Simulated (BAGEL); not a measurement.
# CH5ClOSi (SMILES C[SiH](O)Cl) at PBE0/6-31G(d) (density fitting with qzvpp-jkfit, spherical functions)

What is the energy change on altering one bond length of CH5ClOSi at PBE0/6-31G* (density fitting with qzvpp-jkfit, spherical functions)? 

The results are computed with BAGEL 1.2.2.

2 further runs of the same task are left out: 2 set aside as unsound or not needed.

### 1 The system as given

The species is CH5ClOSi (9 atoms), meant as a singlet with charge 0. SMILES: `C[SiH](O)Cl`. The coordinates come from a PBE0-D4/def2-TZVP relaxation. This is one conformer, not always the lowest.

Bond lengths: C1–Si2 1.852 Å, Si2–O3 1.636 Å, Si2–Cl4 2.066 Å, C1–H5 1.092 Å, C1–H6 1.093 Å, C1–H7 1.093 Å, Si2–H8 1.477 Å, O3–H9 0.958 Å. Some angles: C1–Si2–O3 113.3°, C1–Si2–Cl4 107.5°, O3–Si2–Cl4 109.8°, C1–Si2–H8 112.9°, O3–Si2–H8 105.4°, Cl4–Si2–H8 107.8°, Si2–C1–H5 110.4°, Si2–C1–H6 110.2°, Si2–C1–H7 111.1°, Si2–O3–H9 118.5°.

### 2 The energy at PBE0/6-31G(d) (density fitting with qzvpp-jkfit, spherical functions)

Input file input.json:

```json
{ "bagel" : [

{
  "title" : "molecule",
  "basis" : "6-31gs.json",
  "df_basis" : "qzvpp-jkfit",
  "angstrom" : "true",
  "geometry" : [
    { "atom" : "C", "xyz" : [   -0.641500,    0.901700,   -0.409300 ] },
    { "atom" : "Si", "xyz" : [    0.027400,   -0.687800,    0.266100 ] },
    { "atom" : "O", "xyz" : [    1.352500,   -0.484900,    1.204600 ] },
    { "atom" : "Cl", "xyz" : [    0.486800,   -1.901400,   -1.341000 ] },
    { "atom" : "H", "xyz" : [   -1.541000,    0.716400,   -1.000900 ] },
    { "atom" : "H", "xyz" : [   -0.897100,    1.581200,    0.407800 ] },
    { "atom" : "H", "xyz" : [    0.090600,    1.394200,   -1.054100 ] },
    { "atom" : "H", "xyz" : [   -0.945300,   -1.408100,    1.111900 ] },
    { "atom" : "H", "xyz" : [    2.156100,   -0.157700,    0.797700 ] }
  ]
},
{ "title" : "ks", "xc_func" : "pbe0" },
{ "title" : "print", "file" : "orbitals.molden", "orbitals" : "true" }

]}
```

The basis set 6-31G* is read from a file made from the Basis Set Exchange's data (not shown).

Command:

```
$ BAGEL_NUM_THREADS=1 BAGEL input.json > input.out
```

Log:

```text
* using 1 threads per process

  ===============================================================
  ===============================================================

  *** Geometry ***

  { "atom" : "C", "xyz" : [     -1.212259,      1.703966,     -0.773465 ] },
  { "atom" : "Si", "xyz" : [      0.051778,     -1.299754,      0.502856 ] },
  { "atom" : "O", "xyz" : [      2.555855,     -0.916328,      2.276364 ] },
  { "atom" : "Cl", "xyz" : [      0.919919,     -3.593125,     -2.534123 ] },
  { "atom" : "H", "xyz" : [     -2.912068,      1.353800,     -1.891427 ] },
  { "atom" : "H", "xyz" : [     -1.695273,      2.988035,      0.770630 ] },
  { "atom" : "H", "xyz" : [      0.171209,      2.634656,     -1.991960 ] },
  { "atom" : "H", "xyz" : [     -1.786358,     -2.660923,      2.101186 ] },
  { "atom" : "H", "xyz" : [      4.074438,     -0.298010,      1.507435 ] },

  Number of auxiliary basis functions:      498

  Since a DF basis is specified, we compute 2- and 3-index integrals:
    o Being stored without compression. Storage requirement is 0.022 GB

  Number of basis functions:       74
  Number of electrons      :       50

    * METHOD: MOLECULE                             0.26

  *** Kohn-Sham DFT ***

    * Removing 16818 points whose weight is below 1.00e-10
    * Grid points: 117336

  === Nuclear Repulsion ===
   224.2007675682

       - DIIS with orbital gradients will be used.

  === KS iteration (pbe0 / 6-31gs.json) ===
      0       -831.58355525          0.12549651           0.40
      1       -779.88713961          0.18193018           0.38
      2       -827.07623826          0.14086563           0.38
      3       -854.83246496          0.12000520           0.38
      4       -864.15344971          0.05282619           0.37
      5       -865.42943433          0.02395221           0.38
      6       -865.61794125          0.00949143           0.38
      7       -865.67205264          0.00477599           0.38
      8       -865.68662120          0.00099513           0.38
      9       -865.68702880          0.00014794           0.38
     10       -865.68703832          0.00004503           0.38
     11       -865.68703916          0.00001412           0.37
     12       -865.68703926          0.00000453           0.37
     13       -865.68703927          0.00000164           0.38
     14       -865.68703927          0.00000035           0.38
     15       -865.68703927          0.00000015           0.38
     16       -865.68703927          0.00000004           0.37
     17       -865.68703927          0.00000001           0.38
     18       -865.68703927          0.00000000           0.37
    * SCF iteration converged.

    * Permanent dipole moment:
           (   -0.068756,    -0.916968,    -0.013896) a.u.

    * METHOD: KS                                   7.80

    * METHOD: PRINT                                0.01

  ===============================================================
```

Wall time 8.4 s (1 thread of Arm Neoverse V1, shared host); peak memory 0.44 GiB.

### 3 The distorted shape at the same level

Input file job.json:

```json
{ "bagel": [

{
  "title": "molecule",
  "basis": "6-31gs.json",
  "df_basis": "qzvpp-jkfit",
  "angstrom": true,
  "geometry": [
    { "atom": "C", "xyz": [      -1.007579,       0.655430,      -0.086874 ] },
    { "atom": "Si", "xyz": [      -0.338679,      -0.934070,       0.588526 ] },
    { "atom": "O", "xyz": [       0.986421,      -0.731170,       1.527026 ] },
    { "atom": "Cl", "xyz": [       0.120721,      -2.147670,      -1.018574 ] },
    { "atom": "H", "xyz": [      -1.907079,       0.470130,      -0.678474 ] },
    { "atom": "H", "xyz": [      -1.263179,       1.334930,       0.730226 ] },
    { "atom": "H", "xyz": [       0.090600,       1.394200,      -1.054100 ] },
    { "atom": "H", "xyz": [      -1.311379,      -1.654370,       1.434326 ] },
    { "atom": "H", "xyz": [       1.790021,      -0.403970,       1.120126 ] }
  ]
},

{ "title": "ks", "xc_func": "pbe0" },

{ "title": "print", "file": "orbitals.molden", "orbitals": true }

]}
```

The basis set 6-31G* is read from a file made from the Basis Set Exchange's data (not shown).

Command:

```
$ BAGEL_NUM_THREADS=1 BAGEL job.json > job.out
```

Log:

```text
* using 1 threads per process

  ===============================================================
  ===============================================================

  *** Geometry ***

  { "atom" : "C", "xyz" : [     -1.904048,      1.238583,     -0.164168 ] },
  { "atom" : "Si", "xyz" : [     -0.640011,     -1.765136,      1.112153 ] },
  { "atom" : "O", "xyz" : [      1.864066,     -1.381711,      2.885661 ] },
  { "atom" : "Cl", "xyz" : [      0.228130,     -4.058508,     -1.924826 ] },
  { "atom" : "H", "xyz" : [     -3.603857,      0.888417,     -1.282130 ] },
  { "atom" : "H", "xyz" : [     -2.387062,      2.522652,      1.379927 ] },
  { "atom" : "H", "xyz" : [      0.171209,      2.634656,     -1.991960 ] },
  { "atom" : "H", "xyz" : [     -2.478147,     -3.126306,      2.710483 ] },
  { "atom" : "H", "xyz" : [      3.382649,     -0.763393,      2.116731 ] },

  Number of auxiliary basis functions:      498

  Since a DF basis is specified, we compute 2- and 3-index integrals:
    o Being stored without compression. Storage requirement is 0.022 GB

  Number of basis functions:       74
  Number of electrons      :       50

    * METHOD: MOLECULE                             0.26

  *** Kohn-Sham DFT ***

    * Removing 16258 points whose weight is below 1.00e-10
    * Grid points: 117896

  === Nuclear Repulsion ===
   222.3907930588

       - DIIS with orbital gradients will be used.

  === KS iteration (pbe0 / 6-31gs.json) ===
      0       -832.04906411          0.12480131           0.40
      1       -786.32950557          0.17869928           0.37
      2       -827.33536920          0.13561726           0.38
      3       -856.16171608          0.12168887           0.38
      4       -864.60945321          0.04562892           0.38
      5       -865.46107985          0.01903856           0.39
      6       -865.57947535          0.00654018           0.38
      7       -865.59911016          0.00465456           0.38
      8       -865.61043997          0.00094986           0.37
      9       -865.61088110          0.00027871           0.37
     10       -865.61093442          0.00014230           0.38
     11       -865.61094415          0.00004219           0.38
     12       -865.61094492          0.00000927           0.38
     13       -865.61094496          0.00000524           0.39
     14       -865.61094498          0.00000046           0.38
     15       -865.61094498          0.00000017           0.38
     16       -865.61094498          0.00000005           0.38
     17       -865.61094498          0.00000002           0.38
     18       -865.61094498          0.00000000           0.38
    * SCF iteration converged.

    * Permanent dipole moment:
           (    0.037323,    -0.830984,    -0.110361) a.u.

    * METHOD: KS                                   7.88

    * METHOD: PRINT                                0.01

  ===============================================================
```

Wall time 8.4 s (1 thread of Arm Neoverse V1, shared host); peak memory 0.44 GiB.

### 4 What came out

At PBE0/6-31G* (density fitting with qzvpp-jkfit, spherical functions):

```
                                                         quantity          value
                                        first shape: total energy  -865.68704 Eh
                                       first shape: dipole moment         2.34 D
                                         first shape: HOMO energy       -8.52 eV
                                         first shape: LUMO energy        1.18 eV
                                       first shape: HOMO–LUMO gap        9.71 eV
                                    distorted shape: total energy  -865.61094 Eh
                                   distorted shape: dipole moment         2.13 D
                                     distorted shape: HOMO energy       -8.57 eV
                                     distorted shape: LUMO energy       -0.62 eV
                                   distorted shape: HOMO–LUMO gap        7.95 eV
energy change with the C1–H7 bond stretched from 1.093 to 1.639 Å       2.071 eV
```

With the C1–H7 bond stretched from 1.093 to 1.639 Å the energy rises by 2.07 eV (48 kcal/mol). The first shape isn't relaxed at this level, so the change isn't measured from a minimum.
